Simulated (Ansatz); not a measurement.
# P4C: the cost of one run

Computed with Ansatz 0.2.0 (DFT PBE, scalar-relativistic, plane waves, PAW, unless a step's input says otherwise).

### Step 1. The structure to begin with

It takes space group P-3m1 (No. 164, trigonal). Conventional cell: a = 3.103 Å, b = 3.103 Å, c = 9.979 Å, α = 90.00°, β = 90.00°, γ = 120.00°. P (site symmetry 3m) is surrounded by 3 C at 2.24 Å. Around P (site symmetry 3m) lie 12 P at 3.01 to 3.10 Å. Around C (site symmetry -3m) lie 6 P at 2.24 Å.

Structure file:

```
CELL_PARAMETERS angstrom
3.10330 0.00000 0.00000
-1.55165 2.68753 0.00000
0.00000 0.00000 9.97859
ATOMIC_POSITIONS crystal
P 0.33333 0.66667 0.86586
P 0.33333 0.66667 0.37680
P 0.66667 0.33333 0.13414
P 0.66667 0.33333 0.62320
C 0.00000 0.00000 0.00000
```

A structure generator made this guess: species swapped into a database cell of Co4H (P-3m1, No. 164), with P on the Co sites and C on the H sites. Its size is a rough estimate.

### Step 2. A first look at the guess

File input.yaml:

```yaml
crystal:
  lattice:
    - [3.10329737, 0.0, 0.0]
    - [-1.55164869, 2.68753436, 0.0]
    - [0.0, 0.0, 9.97859492]
  atoms:
    - { symbol: P, position: [0.33333333, 0.66666667, 0.86585528] }
    - { symbol: P, position: [0.33333333, 0.66666667, 0.37679535] }
    - { symbol: P, position: [0.66666667, 0.33333333, 0.13414472] }
    - { symbol: P, position: [0.66666667, 0.33333333, 0.62320465] }
    - { symbol: C, position: [0.0, 0.0, 0.0] }
basis:
  ecutwfc: 420
kpoints:
  mp_grid: { grid: [6, 6, 2] }
hamiltonian:
  xc: pbe
scf:
  occupations: { method: gaussian, width: 0.1 }
  lower_state_search: "off"
output:
  forces: true
  stress: true
  eigenvalues: true
```

The run is started by

```bash
$ ansatz run input.yaml --threads 1 --pin off --max-ram 2560MiB --backend cpu --events-out ev --progress --plain --runs-dir out
```

**Question.** How long does this run take on 1 thread of Intel Xeon at 2.70GHz, shared host, and how much memory does it need?

About 1.6 s, with a peak of 0.34 GiB.
